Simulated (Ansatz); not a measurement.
# CH3FZn: taking an electron away

The task here is to estimate one member of a computed series from the others.

Method: unrestricted cation, the program's frozen cores in correlated methods; program: Ansatz 0.2.0, Gaussian basis.

Plan: UKS PBE-D4/def2-TZVPP; UKS r2SCAN-D4/def2-TZVPP; UKS PBE0-D4/def2-TZVPP; UKS B3LYP-D4/def2-TZVPP; UKS wB97X-V/def2-TZVPP; UKS wB97M-V/def2-TZVPP; UKS B2PLYP (frozen core with 3s3p of Cu, Zn)/def2-TZVPP; UHF-CCSD(T) with 3s3p of Cu, Zn/def2-TZVPP; UHF-MP2 with 3s3p of Cu, Zn/def2-QZVPP; extrapolation to the limit; then −ε(HOMO) from the neutral's earlier runs with LDA (SPW92), PBE-D4, revPBE-D4, BLYP-D4, r2SCAN-D4, B97M-V, PBE0-D4, B3LYP-D4, r2SCANh-D4, r2SCAN0-D4, HSE06-D4, BHLYP-D4, CAM-B3LYP-D4, LC-ωPBE, ωB97X-V, ωB97M-V.

## Structure used throughout

The geometry comes from an earlier relaxation with PBE0-D4 in a triple-zeta def2 set; it is a stationary point.

SMILES `F[CH2][ZnH]`, 6 atoms, charge 0, spin multiplicity 1.

Atoms are counted from 1 here; the program's logs count them from 0.

Bond lengths: F1–C2 1.403 Å, C2–Zn3 1.972 Å, C2–H4 1.095 Å, C2–H5 1.095 Å, Zn3–H6 1.541 Å. Angles: F1–C2–Zn3 109.1°, F1–C2–H4 107.4°, F1–C2–H5 107.4°, Zn3–C2–H4 112.8°, Zn3–C2–H5 112.8°, H4–C2–H5 107.1°, C2–Zn3–H6 179.0°.

As a file:

```xyz
6
CH3FZn
F    -0.31586   -0.21802   -1.67692
C     0.02780   -0.60598   -0.37314
Zn    0.01431    0.98131    0.79700
H     1.00993   -1.08785   -0.42393
H    -0.69080   -1.37071   -0.05982
H    -0.00329    2.23725    1.69051
```

Set-up of the first run:

Input file in.yaml:

```yaml
crystal:
  periodic: [false, false, false]
  atoms:
    - {symbol: F, position_ang: [-0.315857, -0.218018, -1.676924]}
    - {symbol: C, position_ang: [0.027797, -0.605981, -0.373137]}
    - {symbol: Zn, position_ang: [0.014312, 0.981310, 0.796996]}
    - {symbol: H, position_ang: [1.009928, -1.087847, -0.423927]}
    - {symbol: H, position_ang: [-0.690796, -1.370710, -0.059818]}
    - {symbol: H, position_ang: [-0.003286, 2.237246, 1.690510]}
basis:
  gaussian: {orbitals: def2-TZVPP}
total_charge: 1
magnetization: {spin_polarized: true, initial_magnetization: 1}
hamiltonian: {xc: pbe, dispersion: d4}
```

Started as:

```sh
$ ansatz run in.yaml --threads 2 --pin off --events-out ev --progress --plain --max-ram 4352MiB
```

Among the steps run: Cation, UKS PBE-D4/def2-TZVPP; Cation, UKS r2SCAN-D4/def2-TZVPP; Cation, UKS PBE0-D4/def2-TZVPP; Cation, UKS B3LYP-D4/def2-TZVPP; Cation, UKS wB97X-V/def2-TZVPP; Cation, UKS wB97M-V/def2-TZVPP; Cation, UKS B2PLYP (frozen core with 3s3p of Cu, Zn)/def2-TZVPP; Cation, UHF-CCSD(T) with 3s3p of Cu, Zn/def2-TZVPP; Cation, UHF-MP2 with 3s3p of Cu, Zn/def2-QZVPP.

One of the session's tables, all rows but one given; the rest of the session is left out.

It belongs to the step «Ionisation energies side by side». For comparison, −ε(HOMO) of the neutral from earlier runs:

```
  functional  −ε(HOMO) (eV)
 LDA (SPW92)           6.27
      PBE-D4           6.10
   revPBE-D4           6.04
     BLYP-D4           6.02
   r2SCAN-D4           6.36
      B97M-V           6.43
     PBE0-D4           7.39
    B3LYP-D4           7.21
  r2SCANh-D4           6.84
  r2SCAN0-D4           7.57
    HSE06-D4           6.99
    BHLYP-D4           8.61
CAM-B3LYP-D4           8.80
     LC-ωPBE              ?
     ωB97X-V           9.76
     ωB97M-V           9.63
```

Q: Estimate the row for LC-ωPBE from the others.

As computed: −ε(HOMO) (eV): 10.14. In the column «−ε(HOMO) (eV)» it is the highest.
